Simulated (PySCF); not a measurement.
**C4H8Ge: geometry, electronic excitations**

Aim: predict the electronic excitations of C4H8Ge (`CC#C[CH2][GeH3]`).

Computed with PySCF 2.14.0, with density-fitted response routines of our own, on a single molecule in the gas phase. Atoms count from 0, in the outputs and in this text.

## 1. The starting structure

13 atoms, charge 0, multiplicity 1; geometry from: GFN2-xTB. The atoms were then displaced at random by about 0.01 Å, so the start is not that level's minimum.

Bonds of the start (Å): C0–C1 1.46, C1–C2 1.21, C2–C3 1.40, C3–Ge4 2.01, C0–H5 1.08, C0–H6 1.11, C0–H7 1.07, C3–H8 1.08, C3–H9 1.11, Ge4–H10 1.51, Ge4–H11 1.51, Ge4–H12 1.49.

## 2. Relaxing the molecule at PBE0-D3(BJ)/def2-SVP

Job settings and geometry (Å):

```
{"job": {"xc": "PBE0", "basis": "def2-SVP", "d3": "d3bj", "grid": 1, "shake": 0.01, "kind": "geom"}, "charge": 0, "multiplicity": 1}
C      2.741990     0.632410    -0.265430
C      1.430600     0.068910     0.049520
C      0.361840    -0.428930     0.319500
C     -0.870110    -1.004700     0.640620
Ge    -2.402330     0.116640    -0.006760
H      3.278520     0.859480     0.641720
H      2.590240     1.594570    -0.805220
H      3.311910    -0.017620    -0.902270
H     -0.981640    -1.991120     0.203570
H     -0.993320    -1.138740     1.736870
H     -3.723860    -0.509900     0.357470
H     -2.357940     1.483890     0.629410
H     -2.380070     0.318230    -1.487900
```

Command:

```bash
> OMP_NUM_THREADS=1 python probes_run.py task.json out
```

One launch serves the whole session: the jobs run in the order shown.

**Question.** This job is followed by: TDDFT PBE0/aug-cc-pVDZ, vertical, gas phase, core orbitals frozen in the response; TDDFT PBE0/def2-TZVPD, vertical, gas phase, core orbitals frozen in the response. Predict these results of the whole session: point group; rotational constants (main isotopes); lowest singlet (PBE0/aug-cc-pVDZ); brightest single state of those computed; lowest triplet; range of the lowest singlet.

The runs gave:

| quantity | value |
| --- | --- |
| point group | C1 |
| rotational constants (main isotopes) | 10.83, 1.07, 1.00 GHz |
| lowest singlet (PBE0/aug-cc-pVDZ) | 5.71 eV (217 nm), f = 0.004 |
| brightest single state of those computed | state 4, 6.17 eV, f = 0.064 |
| lowest triplet | 5.12 eV |
| range of the lowest singlet | 5.71 to 5.91 eV |

In words: The start of the PBE0/def2-SVP relaxation was shaken at random by about 0.01 Å, so part of the energy gained, and of the first lengths quoted, undoes that. The optimisation took 4 steps and gained 0.159 eV; among the close pairs (by a distance rule), C2–C3 changed most, from 1.397 to 1.449 Å. No frequency check was run at this level, so the end point may be a saddle. The lowest singlet, at 5.71 eV, is HOMO→LUMO 0.94 and is weak; of the 10 states computed, the strongest absorption comes from states 3 to 5 together at 6.17 eV. The lowest triplet lies 0.59 eV below the lowest singlet (triplets in Tamm-Dancoff, singlets in full TDDFT). The lowest singlet moves an electron between orbitals on different atoms, a charge-transfer state, which PBE0 without long-range exact exchange places too low; its energy and rank are unsure. The lowest singlet runs from 5.71 eV (PBE0/aug-cc-pVDZ) to 5.91 eV (PBE0/def2-TZVPD), while the orbital gap spans 6.70 to 7.01 eV. The lowest state need not be the same one in every run.
